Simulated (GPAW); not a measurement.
# HfB: relaxation of cell and atoms with BLYP

The system is HfB.

```
Hf B
1.0
     0.00000    2.31000    2.31000
     2.31000    0.00000    2.31000
     2.31000    2.31000    0.00000
Hf B
1 1
Direct
  0.50000 0.50000 0.50000
  0.00000 0.00000 0.00000
```

```json
{"Program": "GPAW 26.7.0", "Task": "relaxation of cell and atoms", "Functional": "BLYP", "Potentials or basis": "PAW data sets generated in the run's folder for this functional", "Cutoff": "800 eV", "Basis": "pw", "k mesh": "10 × 10 × 10", "Occupations": "fermi-dirac, width 0.05 eV", "Spin": "no spin polarisation", "Eigensolver": "davidson", "Maxiter": "150", "Optimizer": "BFGS", "Fmax": "0.02 eV/Å", "Max steps": "60", "Convergence": "density=1e-05 forces=0.0001"}
```

```yaml
Relaxed_volume: 14.62 Å³/atom
Relaxed_cell: a = 3.458 Å, b = 3.458 Å, c = 3.458 Å, α = 60.00°, β = 60.00°, γ = 60.00°
Space_group_after_relaxing_to_0.05_Å: Fm-3m (No. 225)
Energy_gained_by_relaxing: 237.5 meV/atom
Ionic_steps: 5
Pressure_after_relaxing: 0.0 GPa
Band_gap_on_the_k_mesh: none (metal or under the smearing width)
```

Step by step:
```tsv
step	energy change (eV)	largest force (eV/Å)	pressure (GPa)	volume (Å³)
1	0.0000	0.0000	37.83	24.65
2	-0.2896	0.0000	21.29	26.24
3	-0.4711	0.0000	2.49	28.80
4	-0.4748	0.0000	0.23	29.20
5	-0.4749	0.0000	0.00	29.24
```

Final structure:
```
Hf B
1.0
     0.00000    2.44515    2.44515
     2.44515    0.00000    2.44515
     2.44515    2.44515    0.00000
Hf B
1 1
Direct
  0.50000 0.50000 0.50000
  0.00000 0.00000 0.00000
```

Levels at points of the mesh, in eV from the Fermi level:
| k point | band 6 | band 7 | band 8 | band 9 | band 10 | band 11 |
| --- | --- | --- | --- | --- | --- | --- |
| (0.00, 0.00, 0.00) | 2.00 | 2.00 | 2.00 | 3.44 | 3.44 | 3.44 |
| (0.50, 0.50, 0.00) | -1.15 | -0.58 | 1.87 | 1.87 | 5.04 | 6.31 |
| (0.50, 0.50, 0.50) | -4.35 | -1.12 | -1.12 | 5.29 | 5.29 | 6.09 |

It took 120 s on 1 thread of Arm Neoverse V1 (shared host), peak memory 0.26 GiB.

Caveat: later steps reuse the first step's grids; the volume moved by over 15 % at a fixed basis, so the end points are rough. Zero-point motion and thermal expansion aren't in these numbers.
